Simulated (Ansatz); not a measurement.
**AlH₂Br: up Jacob's ladder to CCSD(T)**

An exercise on one series of results from a longer session: the logs are not shown, and one member is left open.

Method: functionals in def2-TZVPP, the program's frozen cores in correlated methods; program: Ansatz 0.2.0, Gaussian basis.

Plan: LDA (SPW92), PBE-D4, revPBE-D4, BLYP-D4, r2SCAN-D4, B97M-V, PBE0-D4, B3LYP-D4, r2SCANh-D4, r2SCAN0-D4, HSE06-D4, BHLYP-D4, CAM-B3LYP-D4, LC-ωPBE, ωB97X-V, ωB97M-V, B2PLYP, PBE-QIDH; CCSD(T)/def2-SVP; CCSD(T)/def2-TZVPP; CCSD(T)/def2-QZVPP; extrapolation to the limit; RPA on PBE.

## The relaxed structure

All runs share one geometry, relaxed beforehand with PBE0-D4 in a triple-zeta def2 set.

SMILES `[AlH2][Br]`, 4 atoms, charge 0, spin multiplicity 1.

Atoms are counted from 1 here; the program's logs count them from 0.

Bond lengths: Al1–Br2 2.257 Å, Al1–H3 1.576 Å, Al1–H4 1.576 Å. Angles: Br2–Al1–H3 117.6°, Br2–Al1–H4 117.6°, H3–Al1–H4 124.9°.

The first run:

Input file in.yaml:

```yaml
crystal:
  periodic: [false, false, false]
  atoms:
    - {symbol: Al, position_ang: [-0.148307, -0.064707, -0.110329]}
    - {symbol: Br, position_ang: [1.684920, 0.496611, 1.079655]}
    - {symbol: H, position_ang: [-0.561559, -1.584842, -0.139186]}
    - {symbol: H, position_ang: [-0.919653, 1.092738, -0.850440]}
basis:
  gaussian: {orbitals: def2-TZVPP}
hamiltonian: {xc: lda}
output: {orbitals: {seedname: orbitals}}
```

Started as:

```sh
> ansatz run in.yaml --threads 2 --pin off --events-out ev --progress --plain --max-ram 22528MiB --backend cpu
```

Among the steps run: LDA; PBE-D4 (GGA); revPBE-D4 (GGA); BLYP-D4 (GGA); r2SCAN-D4 (meta-GGA); B97M-V (meta-GGA); B3LYP-D4 (hybrid); r2SCANh-D4 (hybrid); r2SCAN0-D4 (hybrid); HSE06-D4 (hybrid); BHLYP-D4 (hybrid); CAM-B3LYP-D4 (range-separated); LC-ωPBE (range-separated); ωB97X-V (range-separated); ωB97M-V (range-separated); B2PLYP (double hybrid); PBE-QIDH (double hybrid).

One table of the session follows, with a row left open; its other results are not shown here.

It belongs to the step «Frontier levels by functional». 

```
  functional  HOMO (eV)  LUMO (eV)  gap (eV)
 LDA (SPW92)      -7.12      -2.75      4.37
      PBE-D4      -7.03      -2.50      4.52
   revPBE-D4      -6.99      -2.40      4.60
     BLYP-D4      -6.88      -2.39      4.50
   r2SCAN-D4      -7.35      -2.17      5.18
      B97M-V      -7.45      -2.39      5.06
     PBE0-D4      -8.28      -1.75      6.53
    B3LYP-D4      -8.04      -1.95      6.09
  r2SCANh-D4      -7.81      -1.92      5.88
  r2SCAN0-D4      -8.49      -1.55      6.94
    HSE06-D4      -7.88      -2.12      5.76
    BHLYP-D4      -9.40      -0.98      8.41
CAM-B3LYP-D4      -9.60      -0.83      8.77
     LC-ωPBE          ?          ?         ?
     ωB97X-V     -10.63       0.16     10.78
     ωB97M-V     -10.46      -0.11     10.35
```

Q: Estimate the row for LC-ωPBE from the others.

**Answer.** HOMO (eV): -10.99; LUMO (eV): 0.26; gap (eV): 11.25. In the column «HOMO (eV)» it is the lowest.
